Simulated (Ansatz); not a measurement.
# C2H6O2Si2: ionisation energy by level of theory

The task here is to estimate one member of a computed series from the others.

The runs use Ansatz 0.2.0, Gaussian basis; unrestricted cation, the program's frozen cores in correlated methods.

Plan: UKS PBE-D4/def2-TZVPP; UKS r2SCAN-D4/def2-TZVPP; UKS PBE0-D4/def2-TZVPP; UKS B3LYP-D4/def2-TZVPP; UKS wB97X-V/def2-TZVPP; UKS wB97M-V/def2-TZVPP; UKS B2PLYP/def2-TZVPP; UHF-CCSD(T)/def2-TZVPP; UHF-MP2/def2-QZVPP; extrapolation to the limit; then −ε(HOMO) from the neutral's earlier runs with LDA (SPW92), PBE-D4, revPBE-D4, BLYP-D4, r2SCAN-D4, B97M-V, PBE0-D4, B3LYP-D4, r2SCANh-D4, r2SCAN0-D4, HSE06-D4, BHLYP-D4, CAM-B3LYP-D4, LC-ωPBE, ωB97X-V, ωB97M-V.

### The geometry

All runs share one geometry, relaxed beforehand with PBE0-D4 in a triple-zeta def2 set.

SMILES `O[SiH](O)C#C[SiH3]`, 12 atoms, charge 0, spin multiplicity 1.

Atoms are counted from 1 here; the program's logs count them from 0.

Bond lengths: O1–Si2 1.635 Å, O1–H7 0.958 Å, Si2–O3 1.634 Å, Si2–C4 1.835 Å, Si2–H8 1.469 Å, O3–H9 0.958 Å, C4–C5 1.215 Å, C5–Si6 1.826 Å, Si6–H10 1.483 Å, Si6–H11 1.483 Å, Si6–H12 1.483 Å. Angles: Si2–O1–H7 118.3°, O1–Si2–O3 114.5°, O1–Si2–C4 108.0°, O1–Si2–H8 106.9°, O3–Si2–C4 108.6°, O3–Si2–H8 106.1°, C4–Si2–H8 112.8°, Si2–O3–H9 118.6°, Si2–C4–C5 179.0°, C4–C5–Si6 179.4°, C5–Si6–H10 109.0°, C5–Si6–H11 109.1°, C5–Si6–H12 109.2°, H10–Si6–H11 109.9°, H10–Si6–H12 109.7°, H11–Si6–H12 109.9°.

The first run:

in.yaml reads:

```yaml
crystal:
  periodic: [false, false, false]
  atoms:
    - {symbol: O, position_ang: [0.490365, -2.217234, 1.831842]}
    - {symbol: Si, position_ang: [-0.795445, -1.363189, 1.293428]}
    - {symbol: O, position_ang: [-1.545208, -0.472731, 2.439864]}
    - {symbol: C, position_ang: [-0.212937, -0.237518, -0.032929]}
    - {symbol: C, position_ang: [0.187004, 0.516459, -0.897836]}
    - {symbol: Si, position_ang: [0.774716, 1.643233, -2.209716]}
    - {symbol: H, position_ang: [1.354525, -1.805257, 1.800267]}
    - {symbol: H, position_ang: [-1.788052, -2.337203, 0.818608]}
    - {symbol: H, position_ang: [-1.183103, 0.385635, 2.662991]}
    - {symbol: H, position_ang: [0.971090, 2.995969, -1.633480]}
    - {symbol: H, position_ang: [-0.237332, 1.698920, -3.291739]}
    - {symbol: H, position_ang: [2.061278, 1.137717, -2.747202]}
basis:
  gaussian: {orbitals: def2-TZVPP}
total_charge: 1
magnetization: {spin_polarized: true, initial_magnetization: 1}
hamiltonian: {xc: pbe, dispersion: d4}
```

Run with:

```sh
> ansatz run in.yaml --threads 2 --pin off --events-out ev --progress --plain --max-ram 22528MiB --backend cuda --devices 0, --max-vram 18GiB
```

Steps of the session up to this table: Cation, UKS PBE-D4/def2-TZVPP; Cation, UKS r2SCAN-D4/def2-TZVPP; Cation, UKS PBE0-D4/def2-TZVPP; Cation, UKS B3LYP-D4/def2-TZVPP; Cation, UKS wB97X-V/def2-TZVPP; Cation, UKS wB97M-V/def2-TZVPP; Cation, UKS B2PLYP (frozen core)/def2-TZVPP; Cation, UHF-CCSD(T)/def2-TZVPP; Cation, UHF-MP2/def2-QZVPP.

One table of the session follows, with a row left open; its other results are not shown here.

For comparison, −ε(HOMO) of the neutral from earlier runs:

| functional | −ε(HOMO) (eV) |
| --- | --- |
| LDA (SPW92) | 7.25 |
| PBE-D4 | 7.08 |
| revPBE-D4 | 7.01 |
| BLYP-D4 | 6.92 |
| r2SCAN-D4 | 7.36 |
| B97M-V | 7.41 |
| PBE0-D4 | 8.35 |
| B3LYP-D4 | 8.10 |
| r2SCANh-D4 | 7.84 |
| r2SCAN0-D4 | ? |
| HSE06-D4 | 7.95 |
| BHLYP-D4 | 9.43 |
| CAM-B3LYP-D4 | 9.69 |
| LC-ωPBE | 11.12 |
| ωB97X-V | 10.71 |
| ωB97M-V | 10.58 |

Q: Estimate the row for r2SCAN0-D4 from the others.

Worked estimate for «−ε(HOMO) (eV)». Against the share of exact exchange, r2SCAN-D4 (0, 7.36), r2SCANh-D4 (0.1, 7.84) give a slope of 4.80 per unit share; at 0.25 the line stands at 8.56.

As computed: −ε(HOMO) (eV): 8.54. In «−ε(HOMO) (eV)» the line misses by +0.02.

Caveats from the session: The cation may have settled in a state other than its lowest; no search over hole states beyond the program's own was made.
